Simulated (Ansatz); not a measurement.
# Cl2H4N2Ti: small, medium and large basis sets

One table from this session's results is given with a row withheld; the runs are named, their logs left out.

Program: Ansatz 0.2.0, Gaussian basis. Level of theory: one geometry, several basis sets. These are calculated values, not measurements.

Plan: PBE0-D4/def2-SVP; ωB97M-V/def2-SVP; PBE0-D4/def2-QZVPP; ωB97M-V/def2-QZVPP; the functionals' def2-TZVPP values are taken from earlier runs.

**The relaxed structure**

An earlier PBE0-D4 in a triple-zeta def2 set relaxation fixed the geometry.

SMILES `[NH2][Ti]([NH2])([Cl])[Cl]`, 9 atoms, charge 0, spin multiplicity 1.

Atoms are counted from 1 here; the program's logs count them from 0.

Bond lengths: N1–Ti2 1.856 Å, N1–H6 1.009 Å, N1–H7 1.012 Å, Ti2–N3 1.851 Å, Ti2–Cl4 2.210 Å, Ti2–Cl5 2.210 Å, N3–H8 1.012 Å, N3–H9 1.012 Å. Angles: Ti2–N1–H6 126.4°, Ti2–N1–H7 122.6°, H6–N1–H7 111.0°, N1–Ti2–N3 105.6°, N1–Ti2–Cl4 109.2°, N1–Ti2–Cl5 109.2°, N3–Ti2–Cl4 109.9°, N3–Ti2–Cl5 109.9°, Cl4–Ti2–Cl5 112.6°, Ti2–N3–H8 124.0°, Ti2–N3–H9 124.0°, H8–N3–H9 111.0°.

The first run:

in.yaml reads:

```yaml
crystal:
  periodic: [false, false, false]
  atoms:
    - {symbol: N, position_ang: [-1.162608, 0.889365, -0.536167]}
    - {symbol: Ti, position_ang: [0.401696, -0.106980, -0.455576]}
    - {symbol: N, position_ang: [0.513173, -0.719601, 1.287170]}
    - {symbol: Cl, position_ang: [0.248037, -1.817297, -1.846946]}
    - {symbol: Cl, position_ang: [2.123502, 1.203675, -0.905382]}
    - {symbol: H, position_ang: [-1.808257, 1.053650, 0.221460]}
    - {symbol: H, position_ang: [-1.473737, 1.347234, -1.383578]}
    - {symbol: H, position_ang: [1.047987, -0.263353, 2.014560]}
    - {symbol: H, position_ang: [0.198706, -1.632994, 1.587359]}
basis:
  gaussian: {orbitals: def2-SVP}
hamiltonian: {xc: pbe0, dispersion: d4}
output: {orbitals: {seedname: orbitals}}
```

The run is started by

```
$ ansatz run in.yaml --threads 4 --pin off --events-out ev --progress --plain --max-ram 10444MiB
```

Among the steps run: PBE0-D4 in def2-SVP; ωB97M-V in def2-SVP; PBE0-D4 in def2-QZVPP; ωB97M-V in def2-QZVPP.

One of the session's tables, all rows but one given; the rest of the session is left out.

It belongs to the step «Functionals by basis». 

| functional | basis | HOMO (eV) | LUMO (eV) |
| --- | --- | --- | --- |
| PBE0-D4 | def2-SVP | -7.68 | -2.17 |
| PBE0-D4 | def2-TZVPP | -7.91 | -2.31 |
| PBE0-D4 | def2-QZVPP | ? | ? |
| ωB97M-V | def2-SVP | -9.92 | 0.07 |
| ωB97M-V | def2-TZVPP | -10.19 | -0.12 |
| ωB97M-V | def2-QZVPP | -10.23 | -0.18 |

**Question.** Estimate the row for PBE0-D4, def2-QZVPP.

As computed: HOMO (eV): -7.94; LUMO (eV): -2.34. In the column «HOMO (eV)» it lies between ωB97M-V, def2-SVP (-9.92) and PBE0-D4, def2-TZVPP (-7.91).
